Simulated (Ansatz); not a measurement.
# C2H6OSSi: the cost of one run

Program: Ansatz 0.2.0. Level of theory: RKS B3LYP/def2-SVP. These are calculated values, not measurements.

1 further run of the same task is left out (it didn't finish).

## Step 1: The structure to begin with

Bond lengths: C1–C2 1.352 Å, C2–O3 1.388 Å, C2–Si4 1.834 Å, Si4–S5 2.159 Å, C1–H6 1.063 Å, C1–H7 1.107 Å, O3–H8 0.970 Å, Si4–H9 1.562 Å, Si4–H10 1.453 Å, S5–H11 1.362 Å. Angles: C1–C2–O3 118.3°, C1–C2–Si4 123.7°, O3–C2–Si4 118.0°, C2–C1–H6 123.1°, C2–C1–H7 118.6°, H6–C1–H7 117.4°, C2–O3–H8 112.9°, C2–Si4–S5 107.1°, C2–Si4–H9 108.1°, C2–Si4–H10 113.7°, S5–Si4–H9 107.3°, S5–Si4–H10 111.1°, H9–Si4–H10 109.4°, Si4–S5–H11 95.4°.

Coordinates:

```xyz
11

C     0.3736    0.2121    1.8696
C     0.4049    0.2913    0.5205
O     1.1099    1.3359   -0.0601
Si   -0.3395   -0.9647   -0.5886
S    -0.4313   -0.0929   -2.5613
H    -0.2227   -0.4935    2.3961
H     0.8471    1.0201    2.4595
H     1.1588    1.2669   -1.0268
H    -1.8089   -1.2136   -0.1216
H     0.3813   -2.2263   -0.6074
H    -1.4080    0.8075   -2.2594
```

## Step 2: End point A

File input.yaml:

```yaml
crystal:
  periodic: [false, false, false]
  atoms:
    - { symbol: C, position_ang: [0.3736, 0.2121, 1.8696] }
    - { symbol: C, position_ang: [0.4049, 0.2913, 0.5205] }
    - { symbol: O, position_ang: [1.1099, 1.3359, -0.0601] }
    - { symbol: Si, position_ang: [-0.3395, -0.9647, -0.5886] }
    - { symbol: S, position_ang: [-0.4313, -0.0929, -2.5613] }
    - { symbol: H, position_ang: [-0.2227, -0.4935, 2.3961] }
    - { symbol: H, position_ang: [0.8471, 1.0201, 2.4595] }
    - { symbol: H, position_ang: [1.1588, 1.2669, -1.0268] }
    - { symbol: H, position_ang: [-1.8089, -1.2136, -0.1216] }
    - { symbol: H, position_ang: [0.3813, -2.2263, -0.6074] }
    - { symbol: H, position_ang: [-1.408, 0.8075, -2.2594] }
basis:
  gaussian: { orbitals: def2-SVP }
hamiltonian:
  xc: b3lyp
relax:
  f_tol: 0.02
  max_steps: 50
```

Launch:

```
$ ansatz run input.yaml --threads 2 --pin off --max-ram 3072MiB --backend cpu --events-out ev --progress --plain --runs-dir out
```

What time and memory should one allow on 2 threads of Arm Neoverse V2, shared host?

About 33 s, with a peak of 0.24 GiB.
